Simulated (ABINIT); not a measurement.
# BiTe (R-3m) in ABINIT: further runs

One crystal, BiTe, is run at these levels: LDA, PBEsol; tasks: relaxation of cell and atoms.

Program: ABINIT 10.8.3 (patched build). These are calculated values, not measurements. Logs are shortened: lines on timing, memory, paths and dates and some standing lists are left out, and cuts for length are marked. The log counts tension as positive stress, the text compression.

### 1 The crystal as given

The structure is trigonal, space group R-3m (No. 166). The conventional cell has a = 4.845 Å, b = 4.845 Å, c = 9.952 Å, α = 90.00°, β = 90.00°, γ = 120.00°. Bi (site symmetry -3m) has 6 Te at 3.25 Å as nearest neighbours. Te (site symmetry -3m) is surrounded by 6 Bi at 3.25 Å.

The cell comes from a database or a generator and needn't be the stable form of this composition.

### 2 Relaxation of cell and atoms, LDA

run.abi reads:

```
# Pseudopotentials
pp_dirpath "./"
pseudos "Bi.LDA_PW-JTH.xml, Te.LDA_PW-JTH.xml"

# Structure
acell 3*1.0
rprim
     4.5782541706     2.6432562778     6.2687732694
    -4.5782541706     2.6432562778     6.2687732694
     0.0000000000    -5.2865125556     6.2687732694
ntypat 2
znucl 83 52
natom 2
typat 1 2
xred
     0.5000000000     0.5000000000     0.5000000000
     0.0000000000     0.0000000000     0.0000000000
chkprim 0
chksymtnons 0
tolsym 1.0e-6

# Plane-wave basis
ecut 30.0
pawecutdg 52.0

# k points
kptopt 1
ngkpt 7 7 7
nshiftk 1
shiftk 0.0 0.0 0.0

# Exchange and correlation
ixc 7

# Bands and occupations
nband 15
occopt 3
tsmear 0.00183747

# SCF cycle
nstep 100
tolvrs 1.0e-9

# Output
iomode 3
prtwf 0
prtden 0
prteig 0
prtebands 0
enunit 2

# Relaxation
ionmov 22
ntime 60
tolmxf 0.0001
optcell 2
dilatmx 1.08
ecutsm 0.5
```

Potentials or basis: JTH PAW LDA v2.0.

Started as:

```sh
$ abinit run.abi > log 2>&1
```

run.abo:

```text
.Version 10.8.3 of ABINIT
 Symmetries : space group R-3 m (#166); Bravais hR (rhombohedral)
================================================================================
 Values of the parameters that define the memory need of the present run
     intxc =       0    ionmov =      22      iscf =      17    lmnmax =      18
     lnmax =       6     mgfft =      45  mpssoang =       3    mqgrid =    3001
     natom =       2  nloc_mem =       2    nspden =       1   nspinor =       1
    nsppol =       1      nsym =      12    n1xccc =       1    ntypat =       2
    occopt =       3   xclevel =       1
       mpw =        4521          nfft =       91125          nkpt =          44
 PAW method is used; the additional fine FFT grid is defined by:
   mgfftf=        60    nfftf =    216000
================================================================================
================================================================================

--------------------------------------------------------------------------------
------------- Echo of variables that govern the present computation ------------
--------------------------------------------------------------------------------
 -outvars: echo values of preprocessed input variables --------
            acell      1.0000000000E+00  1.0000000000E+00  1.0000000000E+00 Bohr
              amu      2.08980370E+02  1.27600000E+02
          chkprim           0
      chksymtnons           0
          dilatmx      1.08000000E+00
             ecut      3.00000000E+01 Hartree
           ecutsm      5.00000000E-01 Hartree
           enunit           2
           ionmov          22
              ixc           7
         kptrlatt        7    0    0      0    7    0      0    0    7
          kptrlen      5.74020203E+01
            natom           2
            nband          15
            ngfft          45      45      45
          ngfftdg          60      60      60
             nkpt          44
            nstep         100
             nsym          12
            ntime          60
           ntypat           2
           occopt           3
          optcell           2
        pawecutdg      5.20000000E+01 Hartree
           prtden           0
        prtebands           0
           prteig           0
            prtwf           0
            rprim      4.5782541706E+00  2.6432562778E+00  6.2687732694E+00
                      -4.5782541706E+00  2.6432562778E+00  6.2687732694E+00
                       0.0000000000E+00 -5.2865125556E+00  6.2687732694E+00
          spgroup         166
           tolmxf      1.00000000E-04
           tolsym      1.00000000E-06
           tolvrs      1.00000000E-09
           tsmear      1.83747000E-03 Hartree
            typat      1  2
           useylm           1
           xangst      1.0051459183E-16 -7.9709334504E-17  4.9759379284E+00
                       0.0000000000E+00  0.0000000000E+00  0.0000000000E+00
            xcart      1.8994505021E-16 -1.5062881189E-16  9.4031599041E+00
                       0.0000000000E+00  0.0000000000E+00  0.0000000000E+00
             xred      5.0000000000E-01  5.0000000000E-01  5.0000000000E-01
                       0.0000000000E+00  0.0000000000E+00  0.0000000000E+00
            znucl       83.00000   52.00000

================================================================================

 chkinp: Checking input parameters for consistency.

================================================================================
== DATASET  1 ==================================================================

--- !DatasetInfo
iteration_state: {dtset: 1, }
dimensions: {natom: 2, nkpt: 44, mband: 15, nsppol: 1, nspinor: 1, nspden: 1, mpw: 4521, }
cutoff_energies: {ecut:  30.0, pawecutdg:  52.0, }
electrons: {nelect:   2.10000000E+01, charge:   0.00000000E+00, occopt:   3.00000000E+00, tsmear:   1.83747000E-03, }
meta: {optdriver: 0, ionmov: 22, optcell: 2, iscf: 17, paral_kgb: 0, }
...

 Exchange-correlation functional for the present dataset will be:
  LDA: Perdew-Wang 92 LSD fit to Ceperley-Alder data - ixc=7
  J.P.Perdew and Y.Wang, PRB 45, 13244 (1992)

 Real(R)+Recip(G) space primitive vectors, cartesian coordinates (Bohr,Bohr^-1):
 R(1)=  4.5782542  2.6432563  6.2687733  G(1)=  0.1092119  0.0630535  0.0531736
 R(2)= -4.5782542  2.6432563  6.2687733  G(2)= -0.1092119  0.0630535  0.0531736
 R(3)=  0.0000000 -5.2865126  6.2687733  G(3)=  0.0000000 -0.1261071  0.0531736
 Unit cell volume ucvol=  4.5516932E+02 bohr^3
 Angles (23,13,12)=  6.78771820E+01  6.78771820E+01  6.78771820E+01 degrees

 Coarse grid specifications (used for wave-functions):

 getcut: wavevector=  0.0000  0.0000  0.0000  ngfft=  45  45  45
         ecut(hartree)=     34.992   => boxcut(ratio)=   2.01530

 Fine grid specifications (used for densities):

 getcut: wavevector=  0.0000  0.0000  0.0000  ngfft=  60  60  60
         ecut(hartree)=     60.653   => boxcut(ratio)=   2.08723

--- Pseudopotential description ------------------------------------------------
- pspini: atom type   1  psp file is ./Bi.LDA_PW-JTH.xml
 Pseudopotential format is: paw10
 basis_size (lnmax)=  6 (lmn_size= 18), orbitals=   0   0   1   1   2   2
 Spheres core radius: rc_sph= 2.41230754
 Shapefunction is BESSEL type: shapef(r,l)=aa(1,l)*jl(q(1,l)*r)+aa(2,l)*jl(q(2,l)*r)
 Radius for shape functions =  2.20555141
 Compensation charge density is not taken into account in XC energy/potential

- pspini: atom type   2  psp file is ./Te.LDA_PW-JTH.xml
 Pseudopotential format is: paw10
 basis_size (lnmax)=  4 (lmn_size=  8), orbitals=   0   0   1   1
 Spheres core radius: rc_sph= 2.31107438
 Shapefunction is SIN type: shapef(r)=[sin(pi*r/rshp)/(pi*r/rshp)]**2
 Radius for shape functions =  2.10488624
 Compensation charge density is not taken into account in XC energy/potential

   2.84289003E+03                                ecore*ucvol(ha*bohr**3)
--------------------------------------------------------------------------------

================================================================================

=== [ionmov=22] Limited-memory Broyden-Fletcher-Goldfarb-Shanno method
================================================================================

--- Iteration: ( 1/60) Internal Cycle: (1/1)
--------------------------------------------------------------------------------

---SELF-CONSISTENT-FIELD CONVERGENCE--------------------------------------------

--- !BeginCycle
iteration_state: {dtset: 1, itime: 1, icycle: 1, }
solver: {iscf: 17, nstep: 100, nline: 4, wfoptalg: 10, }
tolerances: {tolvrs: 1.00E-09, }
...

     iter   Etot(hartree)      deltaE(h)  residm     nres2
 ETOT  1  -77.815162362651    -7.782E+01 1.789E+01 1.370E+01
 ETOT  2  -80.827975926228    -3.013E+00 4.983E-01 1.032E+01
 ETOT  3  -80.809684163602     1.829E-02 7.480E-02 2.614E+00
 ETOT  4  -80.803543716849     6.140E-03 4.176E-02 6.916E-01
 ETOT  5  -80.802503231570     1.040E-03 3.483E-03 2.349E-01
 ETOT  6  -80.801697098606     8.061E-04 3.177E-03 9.251E-03
 ETOT  7  -80.801725870479    -2.877E-05 1.230E-03 2.179E-03
 ETOT  8  -80.801723031125     2.839E-06 6.407E-04 6.533E-05
 ETOT  9  -80.801723314999    -2.839E-07 1.132E-03 2.179E-05
 ETOT 10  -80.801723274584     4.041E-08 6.893E-04 2.714E-06
 ETOT 11  -80.801723271826     2.759E-09 7.969E-04 4.695E-08
 ETOT 12  -80.801723271911    -8.482E-11 4.317E-04 3.700E-09
 ETOT 13  -80.801723271938    -2.690E-11 3.610E-04 8.605E-10
[... 652 lines left out ...]
 Gradient of E wrt nuclear positions in reduced coordinates (gred)
  0.00000000000000E+00 -0.00000000000000E+00 -0.00000000000000E+00
  0.00000000000000E+00 -0.00000000000000E+00 -0.00000000000000E+00
 Scale of Primitive Cell (acell) [bohr]
  7.94064829582519E+00  7.94064829582519E+00  7.94064829581122E+00
 Real space primitive translations (rprimd) [bohr]
  4.50682692417393E+00  2.60201773784866E+00  5.99765872032191E+00
 -4.50682692417393E+00  2.60201773784866E+00  5.99765872032191E+00
  0.00000000000000E+00 -5.20403547569732E+00  5.99765872032191E+00
 Unitary Cell Volume (ucvol) [Bohr^3]=  4.22001634608495E+02
 Angles (23,13,12)= [degrees]
  6.91610746028947E+01  6.91610746028946E+01  6.91610746031488E+01
 Lengths [Bohr]
  7.94064829582519E+00  7.94064829582519E+00  7.94064829581122E+00
 Stress tensor in cartesian coordinates (strten) [Ha/bohr^3]
  5.39436983627156E-07  0.00000000000000E+00  0.00000000000000E+00
  0.00000000000000E+00  5.39437158015438E-07  0.00000000000000E+00
  0.00000000000000E+00  0.00000000000000E+00  6.11380499188768E-07
 Total energy (etotal) [Ha]= -8.08037400554876E+01

 Difference of energy with previous step (new-old):
           Absolute (Ha)=-4.86350E-06
           Relative     =-6.01890E-08

 At Broyd/MD step   7, gradients are converged :
  max grad (force/stress) = 6.1138E-05 < tolmxf= 1.0000E-04 ha/bohr (free atoms)

================================================================================

 ----iterations are completed or convergence reached----

 Mean square residual over all n,k,spin=   21.339E-10; max=  73.773E-08
 reduced coordinates (array xred) for    2 atoms
       0.500000000000      0.500000000000      0.500000000000
       0.000000000000      0.000000000000      0.000000000000
 rms dE/dt=  0.0000E+00; max dE/dt=  0.0000E+00; dE/dt below (all hartree)
    1       0.000000000000      0.000000000000      0.000000000000
    2       0.000000000000      0.000000000000      0.000000000000

 cartesian coordinates (angstrom) at end:
    1     -0.00000000000000    -0.00000000000000     4.76073646712227
    2      0.00000000000000     0.00000000000000     0.00000000000000

 cartesian forces (hartree/bohr) at end:
    1     -0.00000000000000    -0.00000000000000    -0.00000000000000
    2     -0.00000000000000    -0.00000000000000    -0.00000000000000
 frms,max,avg= 0.0000000E+00 0.0000000E+00   0.000E+00  0.000E+00  0.000E+00 h/b

 cartesian forces (eV/Angstrom) at end:
    1     -0.00000000000000    -0.00000000000000    -0.00000000000000
    2     -0.00000000000000    -0.00000000000000    -0.00000000000000
 frms,max,avg= 0.0000000E+00 0.0000000E+00   0.000E+00  0.000E+00  0.000E+00 e/A
 length scales=  7.940648295825  7.940648295825  7.940648295811 bohr
              =  4.202010115096  4.202010115096  4.202010115088 angstroms
 Fermi (or HOMO) energy (hartree) =   0.01279   Average Vxc (hartree)=  -0.35520
 Eigenvalues (hartree) for nkpt=  44  k points:
 kpt#   1, nband= 15, wtk=  0.00292, kpt=  0.0000  0.0000  0.0000 (reduced coord)
  -0.83712   -0.83712   -0.83657   -0.83657   -0.83565   -0.50256   -0.28737   -0.10229
  -0.10229   -0.04416    0.08899    0.11703    0.11703    0.15823    0.15823
      occupation numbers for kpt#   1
   2.00000    2.00000    2.00000    2.00000    2.00000    2.00000    2.00000    2.00000
   2.00000    2.00000    0.00000    0.00000    0.00000    0.00000    0.00000
 prteigrs : prtvol=0 or 1, do not print more k-points.

 Fermi (or HOMO) energy (eV) =   0.34800   Average Vxc (eV)=  -9.66551
 Eigenvalues (   eV  ) for nkpt=  44  k points:
 kpt#   1, nband= 15, wtk=  0.00292, kpt=  0.0000  0.0000  0.0000 (reduced coord)
 -22.77916  -22.77916  -22.76425  -22.76425  -22.73933  -13.67530   -7.81970   -2.78352
  -2.78352   -1.20153    2.42146    3.18450    3.18450    4.30555    4.30555
 prteigrs : prtvol=0 or 1, do not print more k-points.

--- !EnergyTerms
iteration_state     : {dtset: 1, itime: 7, icycle: 1, }
comment             : Components of total free energy in Hartree
kinetic             :  7.21798187357105E+00
hartree             :  2.18768460899678E+01
xc                  : -6.65644095533020E+00
Ewald energy        : -5.85534562255202E+01
psp_core            :  6.73668013752197E+00
local_psp           : -7.00678759472302E+01
PAW spherical_terms :  1.86429699477105E+01
internal            : -8.08032950793093E+01
'-kT*entropy'       : -4.42666492229706E-04
total_energy        : -8.08037377458015E+01
total_energy_eV     : -2.19878171791996E+03
...

--- !EnergyTermsDC
iteration_state     : {dtset: 1, itime: 7, icycle: 1, }
comment             : '"Double-counting" decomposition of free energy'
band_energy         : -1.06559483310889E+01
Ewald energy        : -5.85534562255202E+01
psp_core            :  6.73668013752197E+00
xc_dc               : -2.25871432721354E+01
PAW spherical_terms :  4.25657030222721E+00
internal            : -8.08032973889954E+01
'-kT*entropy'       : -4.42666492229706E-04
total_energy_dc     : -8.08037400554876E+01
total_energy_dc_eV  : -2.19878178076972E+03
...

--- !EnergyTermsWithPAWCore
iteration_state     : {dtset: 1, itime: 7, icycle: 1, }
comment             : 'Components of total free energy, including PAW core contributions'
Total energy        : -2.83084733164059E+04
Total energy DC     : -2.83084733187156E+04
Total energy (eV)   : -7.70312801446768E+05
Total energy DC (eV): -7.70312801509618E+05
...

 Cartesian components of stress tensor (hartree/bohr^3)
  sigma(1 1)=  5.39436984E-07  sigma(3 2)=  0.00000000E+00
  sigma(2 2)=  5.39437158E-07  sigma(3 1)=  0.00000000E+00
  sigma(3 3)=  6.11380499E-07  sigma(2 1)=  0.00000000E+00

-Cartesian components of stress tensor (GPa)         [Pressure= -1.6576E-02 GPa]
- sigma(1 1)=  1.58707840E-02  sigma(3 2)=  0.00000000E+00
- sigma(2 2)=  1.58707891E-02  sigma(3 1)=  0.00000000E+00
- sigma(3 3)=  1.79874353E-02  sigma(2 1)=  0.00000000E+00

== END DATASET(S) ==============================================================
================================================================================

 -outvars: echo values of variables after computation  --------
            acell      7.9406482958E+00  7.9406482958E+00  7.9406482958E+00 Bohr
           etotal     -8.0803740055E+01
            fcart     -0.0000000000E+00 -0.0000000000E+00 -0.0000000000E+00
                      -0.0000000000E+00 -0.0000000000E+00 -0.0000000000E+00
            rprim      5.6756410261E-01  3.2768328742E-01  7.5531096415E-01
                      -5.6756410261E-01  3.2768328742E-01  7.5531096415E-01
                       0.0000000000E+00 -6.5536657485E-01  7.5531096415E-01
           strten      5.3943698363E-07  5.3943715802E-07  6.1138049919E-07
                       0.0000000000E+00  0.0000000000E+00  0.0000000000E+00
           xangst     -1.3238910524E-16 -5.5213589681E-16  4.7607364671E+00
                       0.0000000000E+00  0.0000000000E+00  0.0000000000E+00
             xred      5.0000000000E-01  5.0000000000E-01  5.0000000000E-01
                       0.0000000000E+00  0.0000000000E+00  0.0000000000E+00
 Calculation completed.
```

Wall time 9.9 min (1 thread of Arm Neoverse V2, shared host); peak memory 0.23 GiB.

What came out:

| Item | Value |
| --- | --- |
| Free energy | -2198.7818 eV |
| Relaxed volume | 31.27 Å³/atom |
| Relaxed cell | a = 4.202 Å, b = 4.202 Å, c = 4.202 Å, α = 69.16°, β = 69.16°, γ = 69.16° |
| Space group after relaxing (to 0.05 Å) | R-3m (No. 166) |
| Energy gained by relaxing | 27.4 meV/atom |
| Ionic steps | 7 |
| Pressure after relaxing | 0.0 GPa |
| Band gap on the k mesh | none (metal or under the smearing width) |
| Valence electrons inside the program's atomic spheres | Bi 12.14; Te 3.13 |

The path:
| step | energy change (eV) | largest force (eV/Å) | pressure (GPa) | volume (Å³) |
| --- | --- | --- | --- | --- |
| 1 | 0.0000 | 0.0000 | -3.49 | 67.45 |
| 2 | -0.0147 | 0.0000 | -3.02 | 66.73 |
| 3 | -0.0525 | 0.0000 | 0.35 | 62.52 |
| 4 | -0.0533 | 0.0000 | -0.03 | 62.88 |
| 5 | -0.0538 | 0.0000 | -0.12 | 62.93 |
| 6 | -0.0547 | 0.0000 | -0.17 | 62.75 |
| 7 | -0.0549 | 0.0000 | -0.02 | 62.53 |

Final structure:
```
Bi Te
1.0
     2.38491    1.37693    3.17382
    -2.38491    1.37693    3.17382
     0.00000   -2.75386    3.17382
Bi Te
1 1
Cartesian
  0.0000 0.0000 4.7607
  0.0000 0.0000 0.0000
```

Caveat: spin-orbit coupling is left out, which moves the levels of the heavy elements.

### 3 Relaxation of cell and atoms, PBEsol

Edit run.abi of step 2 so:

```diff
@@ -2,3 +2,3 @@
 pp_dirpath "./"
-pseudos "Bi.LDA_PW-JTH.xml, Te.LDA_PW-JTH.xml"
+pseudos "Bi.GGA_PBE-JTH.xml, Te.GGA_PBE-JTH.xml"
 
@@ -22,4 +22,5 @@
 # Plane-wave basis
-ecut 30.0
-pawecutdg 52.0
+ecut 22.0
+pawecutdg 44.0
+pawxcdev 0
 
@@ -32,3 +33,3 @@
 # Exchange and correlation
-ixc 7
+ixc -116133
```

Potentials or basis: JTH PAW PBE v2.0.

Started as:

```sh
$ abinit run.abi > log 2>&1
```

Run time: 6.7 min. Hardware: 1 thread of Arm Neoverse V2, shared host; peak memory 0.19 GiB.

Results (log left out):

* Free energy: -2191.5106 eV
* Relaxed volume: 31.94 Å³/atom
* Relaxed cell: a = 4.228 Å, b = 4.228 Å, c = 4.228 Å, α = 69.36°, β = 69.36°, γ = 69.36°
* Space group after relaxing (to 0.05 Å): R-3m (No. 166)
* Energy gained by relaxing: 13.2 meV/atom
* Ionic steps: 7
* Pressure after relaxing: 0.0 GPa
* Band gap on the k mesh: none (metal or under the smearing width)
* Valence electrons inside the program's atomic spheres: Bi 12.10; Te 3.09

The path:
```
step  energy change (eV)  largest force (eV/Å)  pressure (GPa)  volume (Å³)
   1              0.0000                0.0000           -2.35        67.45
   2             -0.0066                0.0000           -2.02        66.97
   3             -0.0242                0.0000            0.16        64.11
   4             -0.0247                0.0000            0.01        64.24
   5             -0.0258                0.0000           -0.18        64.28
   6             -0.0263                0.0000           -0.11        64.04
   7             -0.0263                0.0000           -0.01        63.88
```

Final structure:
```
CELL_PARAMETERS angstrom
2.40538 1.38875 3.18719
-2.40538 1.38875 3.18719
0.00000 -2.77749 3.18719
ATOMIC_POSITIONS crystal
Bi 0.50000 0.50000 0.50000
Te 0.00000 0.00000 0.00000
```

Levels at points of the mesh, in eV from the Fermi level:
```csv
k point,band 6,band 7,band 8,band 9,band 10,band 11,band 12,band 13,band 14,band 15
"(0.00, 0.00, 0.00)",-13.83,-8.15,-3.08,-3.08,-1.51,2.05,2.82,2.82,3.90,3.90
```

Caveat: the PAW data sets were made with another functional, which shifts forces and pressure a little; spin-orbit coupling is left out, which moves the levels of the heavy elements.
